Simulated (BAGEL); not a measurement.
# C2H9NSi (SMILES CN(C)[SiH3]): B3LYP/6-31G(d) (density fitting with cc-pvqz-jkfit, spherical functions)

Aim: the energy change on altering one bond length of C2H9NSi at B3LYP/6-31G* (density fitting with cc-pvqz-jkfit, spherical functions), from 2 runs. 

Program for the calculation: BAGEL 1.2.2.

## 1. The structure to begin with

The species is C2H9NSi (13 atoms), meant as a singlet with charge 0. As SMILES, `CN(C)[SiH3]`. Geometry: relaxed at PBE0-D4/def2-TZVP.

Bond lengths: C1–N2 1.442 Å, N2–C3 1.442 Å, N2–Si4 1.717 Å, C1–H5 1.101 Å, C1–H6 1.097 Å, C1–H7 1.092 Å, C3–H8 1.097 Å, C3–H9 1.101 Å, C3–H10 1.092 Å, Si4–H11 1.497 Å, Si4–H12 1.487 Å, Si4–H13 1.487 Å. Some angles: C1–N2–C3 113.7°, C1–N2–Si4 120.9°, C3–N2–Si4 120.9°, N2–C1–H5 112.8°, N2–C1–H6 110.4°, N2–C1–H7 110.5°, N2–C3–H8 110.4°, N2–C3–H9 112.8°, N2–C3–H10 110.5°, N2–Si4–H11 115.3°.

## 2. The energy at B3LYP/6-31G(d) (density fitting with cc-pvqz-jkfit, spherical functions)

input.json

```json
{ "bagel": [

{
  "title": "molecule",
  "basis": "6-31gs.json",
  "df_basis": "cc-pvqz-jkfit",
  "angstrom": "true",
  "geometry": [
    { "atom": "C", "xyz": [   -0.853400,    1.051500,   -0.567400 ] },
    { "atom": "N", "xyz": [   -0.064300,    0.101400,    0.176900 ] },
    { "atom": "C", "xyz": [    1.257300,    0.576800,    0.503700 ] },
    { "atom": "Si", "xyz": [   -0.404400,   -1.580400,    0.101900 ] },
    { "atom": "H", "xyz": [   -0.416100,    1.292500,   -1.548500 ] },
    { "atom": "H", "xyz": [   -0.947500,    1.991500,   -0.009400 ] },
    { "atom": "H", "xyz": [   -1.860700,    0.663700,   -0.735400 ] },
    { "atom": "H", "xyz": [    1.197400,    1.509100,    1.079000 ] },
    { "atom": "H", "xyz": [    1.870100,    0.778300,   -0.388400 ] },
    { "atom": "H", "xyz": [    1.787100,   -0.156700,    1.115700 ] },
    { "atom": "H", "xyz": [    0.068700,   -2.275300,   -1.137100 ] },
    { "atom": "H", "xyz": [   -1.879700,   -1.752300,    0.167000 ] },
    { "atom": "H", "xyz": [    0.265600,   -2.234700,    1.256700 ] }
  ]
},
{
  "title": "ks",
  "xc_func": "b3lyp"
},
{
  "title": "print",
  "file": "orbitals.molden",
  "orbitals": "true"
}

]}
```

The basis set 6-31G* is read from a file made from the Basis Set Exchange's data (not shown).

Run with:

```sh
BAGEL_NUM_THREADS=1 BAGEL input.json > input.out
```

The log of the run:

```text
* using 1 threads per process

  ===============================================================
  ===============================================================

  *** Geometry ***

  { "atom" : "C", "xyz" : [     -1.612692,      1.987047,     -1.072231 ] },
  { "atom" : "N", "xyz" : [     -0.121509,      0.191618,      0.334293 ] },
  { "atom" : "C", "xyz" : [      2.375953,      1.089994,      0.951855 ] },
  { "atom" : "Si", "xyz" : [     -0.764205,     -2.986523,      0.192563 ] },
  { "atom" : "H", "xyz" : [     -0.786315,      2.442471,     -2.926241 ] },
  { "atom" : "H", "xyz" : [     -1.790516,      3.763390,     -0.017763 ] },
  { "atom" : "H", "xyz" : [     -3.516213,      1.254211,     -1.389705 ] },
  { "atom" : "H", "xyz" : [      2.262758,      2.851786,      2.039014 ] },
  { "atom" : "H", "xyz" : [      3.533977,      1.470774,     -0.733970 ] },
  { "atom" : "H", "xyz" : [      3.377130,     -0.296120,      2.108367 ] },
  { "atom" : "H", "xyz" : [      0.129824,     -4.299694,     -2.148808 ] },
  { "atom" : "H", "xyz" : [     -3.552118,     -3.311367,      0.315584 ] },
  { "atom" : "H", "xyz" : [      0.501911,     -4.222971,      2.374819 ] },

  Number of auxiliary basis functions:      925

  Since a DF basis is specified, we compute 2- and 3-index integrals:
    o Being stored without compression. Storage requirement is 0.045 GB

  Number of basis functions:       78
  Number of electrons      :       42

    * METHOD: MOLECULE                             0.76

  *** Kohn-Sham DFT ***

    * Removing 25115 points whose weight is below 1.00e-10
    * Grid points: 168663

  === Nuclear Repulsion ===
   180.6352916615

       - DIIS with orbital gradients will be used.

  === KS iteration (b3lyp / 6-31gs.json) ===
      0       -383.14218287          0.22120142           0.56
      1       -402.87693231          0.11167680           0.44
      2       -380.87715243          0.28166172           0.50
      3       -410.08888972          0.18345948           0.55
      4       -416.42505954          0.16222909           0.49
      5       -415.30236454          0.15911628           0.44
      6       -417.49936342          0.15212616           0.45
      7       -413.48567412          0.12639957           0.48
      8       -424.44922734          0.05973769           0.45
      9       -425.79089949          0.01302269           0.45
     10       -425.83084955          0.00972743           0.45
     11       -425.86842706          0.00173496           0.46
     12       -425.86944482          0.00081658           0.45
     13       -425.86969082          0.00019483           0.47
     14       -425.86970888          0.00001173           0.47
     15       -425.86970894          0.00000617           0.47
     16       -425.86970895          0.00000190           0.47
     17       -425.86970895          0.00000038           0.46
     18       -425.86970895          0.00000011           0.45
     19       -425.86970895          0.00000005           0.45
     20       -425.86970895          0.00000002           0.47
     21       -425.86970895          0.00000000           0.47
    * SCF iteration converged.

    * Permanent dipole moment:
           (   -0.121316,    -0.337808,     0.089495) a.u.

    * METHOD: KS                                  11.22

    * METHOD: PRINT                                0.01

  ===============================================================
```

Wall time 12 s (1 thread of Intel Xeon 6975P-C (Granite Rapids), shared host); peak memory 0.63 GiB.

## 3. The distorted shape

input.json

```json
{ "bagel" : [

{
  "title" : "molecule",
  "basis" : "6-31gs.json",
  "df_basis" : "cc-pvqz-jkfit",
  "angstrom" : "true",
  "geometry" : [
    { "atom" : "C", "xyz" : [   -1.159777,    0.950758,   -0.121384 ] },
    { "atom" : "N", "xyz" : [   -0.370677,    0.000658,    0.622916 ] },
    { "atom" : "C", "xyz" : [    0.950923,    0.476058,    0.949716 ] },
    { "atom" : "Si", "xyz" : [   -0.710777,   -1.681142,    0.547916 ] },
    { "atom" : "H", "xyz" : [   -0.722477,    1.191758,   -1.102484 ] },
    { "atom" : "H", "xyz" : [   -1.253877,    1.890758,    0.436616 ] },
    { "atom" : "H", "xyz" : [   -2.167077,    0.562958,   -0.289384 ] },
    { "atom" : "H", "xyz" : [    0.891023,    1.408358,    1.525016 ] },
    { "atom" : "H", "xyz" : [    1.870100,    0.778300,   -0.388400 ] },
    { "atom" : "H", "xyz" : [    1.480723,   -0.257442,    1.561716 ] },
    { "atom" : "H", "xyz" : [   -0.237677,   -2.376042,   -0.691084 ] },
    { "atom" : "H", "xyz" : [   -2.186077,   -1.853042,    0.613016 ] },
    { "atom" : "H", "xyz" : [   -0.040777,   -2.335442,    1.702716 ] }
  ]
},
{
  "title" : "ks",
  "xc_func" : "b3lyp"
},
{
  "title" : "print",
  "file" : "orbitals.molden",
  "orbitals" : "true"
}

]}
```

The basis set 6-31G* is read from a file made from the Basis Set Exchange's data (not shown).

Run with:

```sh
BAGEL_NUM_THREADS=1 BAGEL input.json > input.out
```

The log of the run:

```text
* using 1 threads per process

  ===============================================================
  ===============================================================

  *** Geometry ***

  { "atom" : "C", "xyz" : [     -2.191661,      1.796672,     -0.229383 ] },
  { "atom" : "N", "xyz" : [     -0.700478,      0.001243,      1.177141 ] },
  { "atom" : "C", "xyz" : [      1.796984,      0.899619,      1.794703 ] },
  { "atom" : "Si", "xyz" : [     -1.343174,     -3.176898,      1.035411 ] },
  { "atom" : "H", "xyz" : [     -1.365284,      2.252096,     -2.083393 ] },
  { "atom" : "H", "xyz" : [     -2.369484,      3.573015,      0.825085 ] },
  { "atom" : "H", "xyz" : [     -4.095182,      1.063836,     -0.546857 ] },
  { "atom" : "H", "xyz" : [      1.683789,      2.661411,      2.881863 ] },
  { "atom" : "H", "xyz" : [      3.533977,      1.470774,     -0.733970 ] },
  { "atom" : "H", "xyz" : [      2.798161,     -0.486495,      2.951216 ] },
  { "atom" : "H", "xyz" : [     -0.449144,     -4.490069,     -1.305959 ] },
  { "atom" : "H", "xyz" : [     -4.131087,     -3.501742,      1.158432 ] },
  { "atom" : "H", "xyz" : [     -0.077057,     -4.413346,      3.217667 ] },

  Number of auxiliary basis functions:      925

  Since a DF basis is specified, we compute 2- and 3-index integrals:
    o Being stored without compression. Storage requirement is 0.045 GB

  Number of basis functions:       78
  Number of electrons      :       42

    * METHOD: MOLECULE                             1.06

  *** Kohn-Sham DFT ***

    * Removing 24417 points whose weight is below 1.00e-10
    * Grid points: 169361

  === Nuclear Repulsion ===
   178.8374859531

       - DIIS with orbital gradients will be used.

  === KS iteration (b3lyp / 6-31gs.json) ===
      0       -382.66471969          0.21742799           0.53
      1       -402.18901161          0.11284579           0.55
      2       -384.94446779          0.26257602           0.52
      3       -407.84701636          0.15708714           0.51
      4       -419.50023568          0.12702924           0.51
      5       -415.67576413          0.12375520           0.50
      6       -419.65826139          0.10937992           0.52
      7       -408.82080619          0.14175292           0.50
      8       -425.27462616          0.03380924           0.51
      9       -425.61039684          0.01868304           0.51
     10       -425.77842437          0.00743260           0.51
     11       -425.80050516          0.00274272           0.50
     12       -425.80394227          0.00052784           0.52
     13       -425.80404756          0.00020861           0.51
     14       -425.80406365          0.00005558           0.50
     15       -425.80406518          0.00000883           0.53
     16       -425.80406519          0.00000603           0.53
     17       -425.80406521          0.00000186           0.52
     18       -425.80406521          0.00000064           0.52
     19       -425.80406521          0.00000016           0.54
     20       -425.80406521          0.00000004           0.52
     21       -425.80406521          0.00000001           0.55
     22       -425.80406521          0.00000000           0.53
    * SCF iteration converged.

    * Permanent dipole moment:
           (    0.272841,    -0.170353,    -0.151235) a.u.

    * METHOD: KS                                  12.81

    * METHOD: PRINT                                0.01

  ===============================================================
```

Run time: 14 s. Hardware: 1 thread of Intel Xeon 6975P-C (Granite Rapids), shared host; peak memory 0.63 GiB.

## 4. Results

At B3LYP/6-31G* (density fitting with cc-pvqz-jkfit, spherical functions):

```
                                                         quantity          value
                                        first shape: total energy  -425.86971 Eh
                                       first shape: dipole moment         0.94 D
                                         first shape: HOMO energy       -5.92 eV
                                         first shape: LUMO energy        0.92 eV
                                       first shape: HOMO–LUMO gap        6.84 eV
                                    distorted shape: total energy  -425.80407 Eh
                                   distorted shape: dipole moment         0.90 D
                                     distorted shape: HOMO energy       -6.08 eV
                                     distorted shape: LUMO energy        0.25 eV
                                   distorted shape: HOMO–LUMO gap        6.33 eV
energy change with the C3–H9 bond stretched from 1.101 to 1.651 Å       1.786 eV
```

In words: With the C3–H9 bond stretched from 1.101 to 1.651 Å the energy rises by 1.79 eV (41 kcal/mol). The first shape isn't relaxed at this level, so the change isn't measured from a minimum.
